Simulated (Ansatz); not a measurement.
# Cl3GaH4OSi: the cost of one run

Program: Ansatz 0.2.0. Level of theory: RKS B3LYP/def2-SVP. These are calculated values, not measurements.

## (1) The structure to begin with

Bond lengths: Ga1–Cl2 2.590 Å, Ga1–Cl3 2.240 Å, Ga1–Cl4 2.240 Å, Ga1–O5 2.090 Å, O5–Si6 1.680 Å, Si6–H7 1.460 Å, Si6–H8 1.460 Å, Si6–H9 1.460 Å. Angles: Cl2–Ga1–Cl3 120.0°, Cl2–Ga1–Cl4 120.0°, Cl2–Ga1–O5 71.6°, Cl3–Ga1–Cl4 120.0°, Cl3–Ga1–O5 97.0°, Cl4–Ga1–O5 101.2°, Ga1–O5–Si6 125.0°, O5–Si6–H7 109.5°, O5–Si6–H8 109.5°, O5–Si6–H9 109.5°, H7–Si6–H8 109.4°, H7–Si6–H9 109.4°, H8–Si6–H9 109.4°.

Structure file:

```xyz
10

Ga    0.0000    0.0000    0.0000
Cl    0.0000    0.0000    2.5900
Cl    1.9398    0.0000   -1.1200
Cl   -1.9398    0.0000   -1.1200
O     0.0874   -1.9815    0.6590
Si   -0.6827   -3.2781   -0.0814
H     0.2221   -4.4232   -0.1229
H    -1.8795   -3.6315    0.6764
H    -1.0608   -2.9079   -1.4422
H     0.0624   -1.4154    1.8346
```

## (2) A restrained relaxation towards end A

Springs on the bonds that form and break draw the guess towards this end; the thresholds are loose.

Input file input.yaml:

```yaml
crystal:
  periodic: [false, false, false]
  atoms:
    - { symbol: Ga, position_ang: [0.0, 0.0, 0.0] }
    - { symbol: Cl, position_ang: [0.0, 0.0, 2.59] }
    - { symbol: Cl, position_ang: [1.9398, 0.0, -1.12] }
    - { symbol: Cl, position_ang: [-1.9398, 0.0, -1.12] }
    - { symbol: O, position_ang: [0.0874, -1.9815, 0.659] }
    - { symbol: Si, position_ang: [-0.6827, -3.2781, -0.0814] }
    - { symbol: H, position_ang: [0.2221, -4.4232, -0.1229] }
    - { symbol: H, position_ang: [-1.8795, -3.6315, 0.6764] }
    - { symbol: H, position_ang: [-1.0608, -2.9079, -1.4422] }
    - { symbol: H, position_ang: [0.0624, -1.4154, 1.8346] }
basis:
  gaussian: { orbitals: def2-SVP }
hamiltonian:
  xc: b3lyp
relax:
  f_tol: 0.15
  max_steps: 25
  restrain:
    - { distance: [0, 4], at: 2.99, k: 30.0 }
    - { distance: [9, 1], at: 2.57, k: 30.0 }
    - { distance: [0, 1], at: 2.24, k: 30.0 }
    - { distance: [9, 4], at: 1.01, k: 30.0 }
```

Command:

```console
$ ansatz run input.yaml --threads 4 --pin off --max-ram 5120MiB --backend cpu --events-out ev --progress --plain --runs-dir out
```

What time and memory should one allow on 4 threads of Arm Neoverse V2, shared host?

About 42 s, with a peak of 0.44 GiB.
